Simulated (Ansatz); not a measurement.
# Nb16Au: the cost of one run

All numbers below are computed with Ansatz 0.2.0 (DFT PBE, plane waves, PAW, scalar-relativistic, no spin polarisation).

### Step 1. The structure to begin with

The cell holds 17 atoms (AuNb16): a = 6.600 Å, b = 5.716 Å, c = 18.000 Å, α = 90.00°, β = 90.00°, γ = 54.74°.

As a file:

```xyz
17
Lattice="6.6000 0.0000 0.0000 3.3000 4.6669 0.0000 0.0000 0.0000 18.0004" Properties=species:S:1:pos:R:3 pbc="T T T"
Nb    0.0000    2.3335    1.0000
Nb    3.3000    2.3335    1.0000
Nb    1.6500    4.6669    1.0000
Nb    4.9500    4.6669    1.0000
Nb    0.0000    0.0000    3.3335
Nb    3.3000    0.0000    3.3335
Nb    1.6500    2.3335    3.3335
Nb    4.9500    2.3335    3.3335
Nb    0.0000    2.3335    5.6669
Nb    3.3000    2.3335    5.6669
Nb    1.6500    4.6669    5.6669
Nb    4.9500    4.6669    5.6669
Nb    0.0000    0.0000    8.0004
Nb    3.3000    0.0000    8.0004
Nb    1.6500    2.3335    8.0004
Nb    4.9500    2.3335    8.0004
Au    4.9168    3.8664   10.6604
```

### Step 2. Preparing the start

input.yaml

```yaml
crystal:
  lattice:
    - [6.6, 0.0, 0.0]
    - [3.3, 4.666905, 0.0]
    - [0.0, 0.0, 18.000357]
  atoms:
    - { symbol: Nb, position: [-0.25, 0.5, 0.0555545] }
    - { symbol: Nb, position: [0.25, 0.5, 0.0555545] }
    - { symbol: Nb, position: [-0.25, 1.0, 0.0555545] }
    - { symbol: Nb, position: [0.25, 1.0, 0.0555545] }
    - { symbol: Nb, position: [0.0, 0.0, 0.1851881] }
    - { symbol: Nb, position: [0.5, 0.0, 0.1851881] }
    - { symbol: Nb, position: [0.0, 0.5, 0.1851881] }
    - { symbol: Nb, position: [0.5, 0.5, 0.1851881] }
    - { symbol: Nb, position: [-0.25, 0.5, 0.3148218] }
    - { symbol: Nb, position: [0.25, 0.5, 0.3148218] }
    - { symbol: Nb, position: [-0.25, 1.0, 0.3148218] }
    - { symbol: Nb, position: [0.25, 1.0, 0.3148218] }
    - { symbol: Nb, position: [0.0, 0.0, 0.4444555] }
    - { symbol: Nb, position: [0.5, 0.0, 0.4444555] }
    - { symbol: Nb, position: [0.0, 0.5, 0.4444555] }
    - { symbol: Nb, position: [0.5, 0.5, 0.4444555] }
    - { symbol: Au, position: [0.330736, 0.828463, 0.5922303] }
basis:
  ecutwfc: 420.0
kpoints:
  mp_grid: { grid: [2, 2, 1] }
hamiltonian:
  xc: pbe
scf:
  occupations: { method: fermi_dirac, width: 0.1 }
  lower_state_search: "off"
relax:
  f_tol: 0.08
  max_steps: 25
  adjacent_minimum: "off"
  constraints: [{ sites: [0, 1, 2, 3] }]
```

Run with:

```
$ ansatz run input.yaml --threads 2 --pin off --max-ram 5120MiB --backend cpu --events-out ev --progress --plain --runs-dir out
```

What time and memory should one allow on 2 threads of Arm Neoverse V2, shared host?

About 93 s, with a peak of 1.2 GiB.
